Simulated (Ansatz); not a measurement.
**F2GeH2O2: how energies converge with the basis set**

Aim: see how fast density functionals converge with the basis set for F2GeH2O2.

Method: one geometry, several basis sets; program: Ansatz 0.2.0, Gaussian basis.

The runs, in order: PBE0-D4/def2-SVP; ωB97M-V/def2-SVP; PBE0-D4/def2-QZVPP; ωB97M-V/def2-QZVPP; the functionals' def2-TZVPP values are taken from earlier runs.

## Step 1: The geometry

An earlier PBE0-D4 in a triple-zeta def2 set relaxation fixed the geometry.

7 atoms, charge 0, spin multiplicity 1.

Atoms are counted from 1 here; the program's logs count them from 0.

Bond lengths: O1–Ge2 1.732 Å, O1–H6 0.961 Å, Ge2–O3 1.732 Å, Ge2–F4 1.716 Å, Ge2–F5 1.716 Å, O3–H7 0.961 Å. Angles: Ge2–O1–H6 112.8°, O1–Ge2–O3 108.9°, O1–Ge2–F4 112.6°, O1–Ge2–F5 109.3°, O3–Ge2–F4 109.3°, O3–Ge2–F5 112.6°, F4–Ge2–F5 104.3°, Ge2–O3–H7 112.8°.

## Step 2: PBE0-D4 in def2-SVP

The input, in.yaml:

```yaml
crystal:
  periodic: [false, false, false]
  atoms:
    - {symbol: O, position_ang: [-1.202025, 0.550211, 0.958761]}
    - {symbol: Ge, position_ang: [-0.006933, -0.013554, -0.161022]}
    - {symbol: O, position_ang: [1.391205, -0.528192, 0.722349]}
    - {symbol: F, position_ang: [-0.573435, -1.311140, -1.130166]}
    - {symbol: F, position_ang: [0.347326, 1.232697, -1.285861]}
    - {symbol: H, position_ang: [-1.781328, 1.218179, 0.581266]}
    - {symbol: H, position_ang: [1.886490, -1.216301, 0.269072]}
basis:
  gaussian: {orbitals: def2-SVP}
hamiltonian: {xc: pbe0, dispersion: d4}
output: {orbitals: {seedname: orbitals}}
```

The runs that follow: ωB97M-V in def2-SVP; PBE0-D4 in def2-QZVPP; ωB97M-V in def2-QZVPP.

**Question.** What will the summary of the whole plan be? Wanted: PBE0-D4: double and triple zeta above quadruple; ωB97M-V: double and triple zeta above quadruple.

As calculated:

| quantity | value |
| --- | --- |
| PBE0-D4: double and triple zeta above quadruple | 21.25, 1.80 eV |
| ωB97M-V: double and triple zeta above quadruple | 21.39, 1.73 eV |

What this shows: PBE0-D4 gains 19.45 eV from double to triple zeta, then 1.80 eV more. These are total energies; as a rule much of such shifts cancels in differences, which this series doesn't test. The LUMO of ωB97M-V is positive and keeps falling with the basis (1.44 to 0.68 eV): an unbound level that the basis holds in place.
